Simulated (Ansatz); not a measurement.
**C5H8CuFN2: a ladder of functionals and wavefunction methods**

How much do the methods differ for C5H8CuFN2? The plan is to run it at one geometry with functionals of several rungs and with coupled cluster. The yardstick is the atomisation energy at the CCSD(T) limit.

Program: Ansatz 0.2.0, Gaussian basis. Level of theory: functionals in def2-TZVPP, the program's frozen cores in correlated methods. These are calculated values, not measurements.

Levels to be run: LDA (SPW92), PBE-D4, revPBE-D4, BLYP-D4, r2SCAN-D4, B97M-V, PBE0-D4, B3LYP-D4, r2SCANh-D4, r2SCAN0-D4, HSE06-D4, BHLYP-D4, CAM-B3LYP-D4, LC-ωPBE, ωB97X-V, ωB97M-V, B2PLYP, PBE-QIDH; CCSD(T)/def2-SVP; CCSD(T)/def2-TZVPP; MP2/def2-QZVPP; extrapolation to the limit; RPA on PBE.

## Step 1: The geometry

The geometry comes from an earlier relaxation with PBE0-D4 in a triple-zeta def2 set; it is a stationary point, not always the lowest conformer.

SMILES `Cn1ccn(C)[c+]1[Cu-][F]`, 17 atoms, charge 0, spin multiplicity 1.

Atoms are counted from 1 here; the program's logs count them from 0.

Bond lengths: C1–N2 1.444 Å, C1–H10 1.091 Å, C1–H11 1.091 Å, C1–H12 1.089 Å, N2–C3 1.374 Å, N2–C7 1.352 Å, C3–C4 1.350 Å, C3–H13 1.077 Å, C4–N5 1.374 Å, C4–H14 1.077 Å, N5–C6 1.444 Å, N5–C7 1.352 Å, C6–H15 1.091 Å, C6–H16 1.091 Å, C6–H17 1.089 Å, C7–Cu8 1.864 Å, Cu8–F9 1.773 Å. Angles: N2–C1–H10 110.5°, N2–C1–H11 110.4°, N2–C1–H12 108.1°, H10–C1–H11 109.4°, H10–C1–H12 109.2°, H11–C1–H12 109.3°, C1–N2–C3 124.5°, C1–N2–C7 124.0°, C3–N2–C7 111.5°, N2–C3–C4 106.5°, N2–C3–H13 122.7°, C4–C3–H13 130.8°, C3–C4–N5 106.5°, C3–C4–H14 130.8°, N5–C4–H14 122.7°, C4–N5–C6 124.5°, C4–N5–C7 111.5°, C6–N5–C7 124.0° and more.

## Step 2: LDA

This LDA is Slater exchange with PW92 correlation.

in.yaml

```yaml
crystal:
  periodic: [false, false, false]
  atoms:
    - {symbol: C, position_ang: [2.104425, -0.874549, -0.879492]}
    - {symbol: N, position_ang: [0.732432, -0.461646, -0.698242]}
    - {symbol: C, position_ang: [-0.250786, -0.588481, -1.649068]}
    - {symbol: C, position_ang: [-1.379624, -0.087775, -1.103295]}
    - {symbol: N, position_ang: [-1.049499, 0.329582, 0.163074]}
    - {symbol: C, position_ang: [-1.976183, 0.928189, 1.095077]}
    - {symbol: C, position_ang: [0.256438, 0.105858, 0.432995]}
    - {symbol: Cu, position_ang: [1.185571, 0.491152, 2.002350]}
    - {symbol: F, position_ang: [2.068900, 0.857487, 3.495426]}
    - {symbol: H, position_ang: [2.567488, -0.313045, -1.692636]}
    - {symbol: H, position_ang: [2.153890, -1.941810, -1.101155]}
    - {symbol: H, position_ang: [2.642252, -0.674593, 0.045820]}
    - {symbol: H, position_ang: [-0.069705, -1.017431, -2.619981]}
    - {symbol: H, position_ang: [-2.374229, 0.003849, -1.505577]}
    - {symbol: H, position_ang: [-2.781721, 0.231295, 1.332382]}
    - {symbol: H, position_ang: [-2.399039, 1.842809, 0.676339]}
    - {symbol: H, position_ang: [-1.430609, 1.169128, 2.005983]}
basis:
  gaussian: {orbitals: def2-TZVPP}
hamiltonian: {xc: lda}
output: {orbitals: {seedname: orbitals}}
```

Run with:

```
> ansatz run in.yaml --threads 4 --pin off --events-out ev --progress --plain --max-ram 66560MiB --backend cuda --devices 0, --max-vram 37GiB
```

The runs that follow: PBE-D4 (GGA); revPBE-D4 (GGA); BLYP-D4 (GGA); r2SCAN-D4 (meta-GGA); B97M-V (meta-GGA); PBE0-D4 (hybrid); B3LYP-D4 (hybrid); r2SCANh-D4 (hybrid); r2SCAN0-D4 (hybrid); HSE06-D4 (hybrid); BHLYP-D4 (hybrid); CAM-B3LYP-D4 (range-separated); LC-ωPBE (range-separated); ωB97X-V (range-separated); ωB97M-V (range-separated); B2PLYP (double hybrid); PBE-QIDH (double hybrid); CCSD(T) in def2-SVP; CCSD(T) in def2-TZVPP; MP2 in def2-QZVPP; RPA on PBE orbitals.

**Question.** What will the summary of the whole plan be? Wanted: atomisation energy, CCSD(T)/CBS; farthest beyond LDA; mean size of error, GGA; mean size of error, meta-GGA; mean size of error, hybrid; mean size of error, range-separated; mean size of error, double hybrid; gap, smallest and largest; T1 diagnostic.

The runs gave:

```
                               quantity                                    value
        atomisation energy, CCSD(T)/CBS                            6990.8 kJ/mol
 functionals within 35.0 kJ/mol (0.5 %)   B97M-V, B3LYP-D4, r2SCANh-D4, PBE-QIDH
                    farthest beyond LDA                   PBE-D4 (+298.9 kJ/mol)
                mean size of error, GGA                             157.4 kJ/mol
           mean size of error, meta-GGA                              43.6 kJ/mol
             mean size of error, hybrid                              97.3 kJ/mol
    mean size of error, range-separated                              48.6 kJ/mol
      mean size of error, double hybrid                              25.5 kJ/mol
              gap, smallest and largest  3.51 eV (revPBE-D4), 10.76 eV (LC-ωPBE)
                          T1 diagnostic                                   0.0208
triples share of the correlation energy                                    4.5 %
```

**Reading.** The LDA atomisation energy is off by 1241.2 kJ/mol (18 %): it overbinds. PBE-D4 is off by +298.9 kJ/mol. Double hybrids carry the basis error of their MP2 part in triple zeta, and no dispersion term here, so their miss is partly the set-up's. Taken by rung, double hybrid functionals do best (25.5 kJ/mol on average) and GGA ones worst beyond LDA (157.4 kJ/mol). Misses under about 35.0 kJ/mol are within the doubt on the reference itself, which lacks core-valence correlation, relativity and higher excitations. Hartree-Fock recovers 69 % of the binding; the rest is correlation. CCSD(T) in def2-SVP is off by -334.6 kJ/mol, more than most functionals: a good method in a small basis is no reference. The gap grows from 3.5 to 10.8 eV across the functionals, mostly with the share of exact exchange. T1 = 0.021 passes the customary mark of 0.02 by a little. For Cu the d shell is correlated and the shells below it are frozen.
